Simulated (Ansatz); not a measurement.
Here is an Ansatz input file for Pt₃PbC, space group Pm-3m. Write the same calculation for the Python package.

```yaml
crystal:
  lattice:
    - [4.348043, 0.0, 0.0]
    - [0.0, 4.348043, 0.0]
    - [0.0, 0.0, 4.348043]
  atoms:
    - { symbol: Pt, position: [0.0, 0.5, 0.5] }
    - { symbol: Pt, position: [0.5, 0.5, 0.0] }
    - { symbol: Pt, position: [0.5, 0.0, 0.5] }
    - { symbol: Pb, position: [0.0, 0.0, 0.0] }
    - { symbol: C, position: [0.51149943, 0.5, 0.5] }
basis:
  ecutwfc: 550.0
kpoints:
  mp_grid:
    grid: [4, 4, 4]
hamiltonian:
  xc: pbe
  dispersion: d3bj
scf:
  max_iter: 90
  occupations:
    method: fermi_dirac
relax:
  f_tol: 0.01
  max_steps: 30
  constraints:
    - { site: 0, fix: xyz }
output:
  dos:
    de: 0.1
    projected: true
```

Interactive session:
```pycon
>>> import ansatz
>>> from ase import Atoms
>>> from ase.io import write
>>> import matplotlib.pyplot as plt
>>> import numpy as np
>>> lattice = ansatz.Lattice.of(
...     [4.348043, 0.0, 0.0],
...     [0.0, 4.348043, 0.0],
...     [0.0, 0.0, 4.348043],
... )
>>> sites = [
...     ("Pt", [0.0, 0.5, 0.5]),
...     ("Pt", [0.5, 0.5, 0.0]),
...     ("Pt", [0.5, 0.0, 0.5]),
...     ("Pb", [0.0, 0.0, 0.0]),
...     ("C", [0.5, 0.5, 0.5]),
... ]
>>> xtal = ansatz.Crystal(lattice=lattice)
>>> for symbol, position in sites:
...     xtal = xtal.atom(symbol, position)
...
>>> # push one atom off its site
>>> setup = (
...     xtal.move(4, to=[0.51149943, 0.5, 0.5]).fix(0).calculation()
...     .functional(ansatz.Functional.PBE, dispersion="d3bj")
...     .basis(550)
...     .occupations("Fermi-Dirac")  # smearing steadies the SCF of a metal
...     .kpoints(4)  # the mesh must be finer for metals
...     .scf(max_iterations=90)
...     .relax(force_tolerance=0.01, max_steps=30)  # relax until the tolerances are met
...     .density_of_states(energy_step=0.1, projected=True)  # states per eV and cell
... )
>>> steps = []
>>> def follow(event):
...     if event["event"] != "relax_step":
...         return
...     row = event["data"]
...     steps.append(row)
...     print(f"step {row['step']:3d}  E = {row['lagrangian_ev']:.5f} eV  largest force component = {row['allowed_force_max_ev_ang']:.4f} eV/A")
...
>>> outcome = setup.session().plan(threads=1).execute(on_event=follow)
step   1  E = -49727.17495 eV  largest force component = 0.0744 eV/A
step   2  E = -49727.17783 eV  largest force component = 0.0408 eV/A
step   3  E = -49727.18761 eV  largest force component = 0.2893 eV/A
step   4  E = -49727.20322 eV  largest force component = 0.8356 eV/A
step   5  E = -49727.22944 eV  largest force component = 0.7276 eV/A
step   6  E = -49727.19445 eV  largest force component = 1.4469 eV/A
step   7  E = -49727.26988 eV  largest force component = 0.1360 eV/A
step   8  E = -49727.26376 eV  largest force component = 0.1917 eV/A
step   9  E = -49727.27183 eV  largest force component = 0.0084 eV/A
>>> summary = outcome.report
>>> summary["kweights"]
[0.015625, 0.0625, 0.03125, 0.0625, 0.0625, 0.015625, 0.03125, 0.125, 0.0625, 0.125, 0.125, 0.03125, 0.015625, 0.0625, 0.03125, 0.0625, 0.0625, 0.015625]
>>> summary["n_iterations"], summary["closed_by"]
(6, 'deck_thresholds')
>>> summary["published_state_doubts"]
[]
>>> first, last = steps[0], steps[-1]
>>> symbols = [site.symbol for site in outcome.lattice.sites]
>>> print(f"energy gained {first['lagrangian_ev'] - last['lagrangian_ev']:.4f} eV in {len(steps) - 1} steps")
energy gained 0.0969 eV in 8 steps
>>> relaxed = Atoms(symbols, positions=[site.position_ang for site in outcome.lattice.sites], cell=outcome.lattice.cell_ang, pbc=True)
>>> write("relaxed.extxyz", relaxed, format="extxyz")
>>> print("atom   start x y z (A)              end x y z (A)")
atom   start x y z (A)              end x y z (A)
>>> for symbol, a, b in zip(symbols, first["positions_ang"], last["positions_ang"]):
...     print(f"{symbol:3s}", " ".join(f"{v:8.4f}" for v in a), "  ", " ".join(f"{v:8.4f}" for v in b))
...
Pt    0.0000   2.1740   2.1740      0.0000   2.1740   2.1740
Pt    2.1740   2.1740   0.0000      1.8968   2.1740   0.0000
Pt    2.1740   0.0000   2.1740      1.8968  -0.0000   2.1740
Pb    0.0000   0.0000   0.0000     -0.2545  -0.0000   0.0000
C     2.2240   2.1740   2.1740      2.3449   2.1740   2.1740
>>> print("relaxed fractional positions")
relaxed fractional positions
>>> for site in outcome.lattice.sites:
...     print(f"  {site.symbol:2s}", " ".join(f"{v % 1:8.5f}" for v in np.round(site.position_frac, 5)))
...
  Pt  0.00000  0.50000  0.50000
  Pt  0.43625  0.50000  0.00000
  Pt  0.43625  0.00000  0.50000
  Pb  0.94146  0.00000  0.00000
  C   0.53929  0.50000  0.50000
>>> moved = np.linalg.norm(np.array(last["positions_ang"]) - np.array(first["positions_ang"]), axis=1)
>>> print("displacement by atom (A):", " ".join(f"{s}:{d:.3f}" for s, d in zip(symbols, moved)))
displacement by atom (A): Pt:0.000 Pt:0.277 Pt:0.277 Pb:0.255 C:0.121
>>> n_atoms = len(summary["lattice"]["sites"])
>>> print("F =", round(summary["free_energy_ev"], 4), "eV for", n_atoms, "atoms")
F = -49727.2718 eV for 5 atoms
>>> print("E(sigma -> 0) =", round(summary["energy_sigma0_ev"], 4), "eV, TS =", round(summary["entropy_ts_ev"], 5), "eV")
E(sigma -> 0) = -49727.2159 eV, TS = 0.11189 eV
>>> print("closed by", summary["closed_by"], "after", summary["n_iterations"], "iterations")
closed by deck_thresholds after 6 iterations
>>> dos = outcome.density_of_states()
>>> energy = np.asarray(dos.energies_ev) - dos.fermi_ev
>>> projected = outcome.projected_density_of_states()
>>> fig, ax = plt.subplots(figsize=(5, 3.4))
>>> for name in sorted({site.species for site in projected.sites}):
...     curve = sum(np.sum(part.g_bin_mean_per_ev, axis=0) for site in projected.sites if site.species == name for shell in site.shells for part in shell.curves)
...     ax.plot(energy, curve, label=name)
...     window = (energy > -4) & (energy <= 0)
...     print(f"{name}: {curve[window].sum() * (energy[1] - energy[0]):.3f} projected states in the 4 eV under E_F")
...
[<matplotlib.lines.Line2D object at 0x...>]
C: 1.051 projected states in the 4 eV under E_F
[<matplotlib.lines.Line2D object at 0x...>]
Pb: 1.392 projected states in the 4 eV under E_F
[<matplotlib.lines.Line2D object at 0x...>]
Pt: 19.943 projected states in the 4 eV under E_F
>>> ax.set(xlim=(-8, 6), xlabel="E - E_F (eV)", ylabel="states/eV")
[(-8.0, 6.0), Text(0.5, 0, 'E - E_F (eV)'), Text(0, 0.5, 'states/eV')]
>>> ax.legend()
<matplotlib.legend.Legend object at 0x...>
>>> fig.savefig("pdos.png", dpi=100)
```

Absolute energies stand on the zero of these potentials, so only differences at equal settings mean something. A total without «per atom» is that of the cell as typed. The run is spin-unpolarised. Dispersion corrections can be off by several per cent in the lattices of metals, and by several GPa in the pressure at a fixed cell. The mesh is modest for a metal, so energies can be off by several to tens of meV an atom and pressures by half a GPa or more; differences at equal mesh fare better. Projections exist only for the shells that the potentials hold, some of them semicore, and samples at single energies can miss narrow peaks. Energies along a relaxation are free energies. A last row that repeats the one before re-solves the same geometry more tightly. The cell relaxed to the group P4mm; tensors and edges are in the axes of the typed cell. Spin-orbit coupling, which matters for elements this heavy, is left out. The structure comes from a database of computed cells and needn't be a stable or known phase. The computed bands are complete only to about 6.8 eV above the Fermi level; beyond that the density of states is undercounted. It ran for 29 s on 1 thread of Intel(R) Xeon(R) 6975P-C (Granite Rapids) (shared host), peak memory 0.58 GiB.

(A comment or docstring line of the script was reworded after the run, the code is as it ran; lines on the test bed's own set-up are left out of the output.)
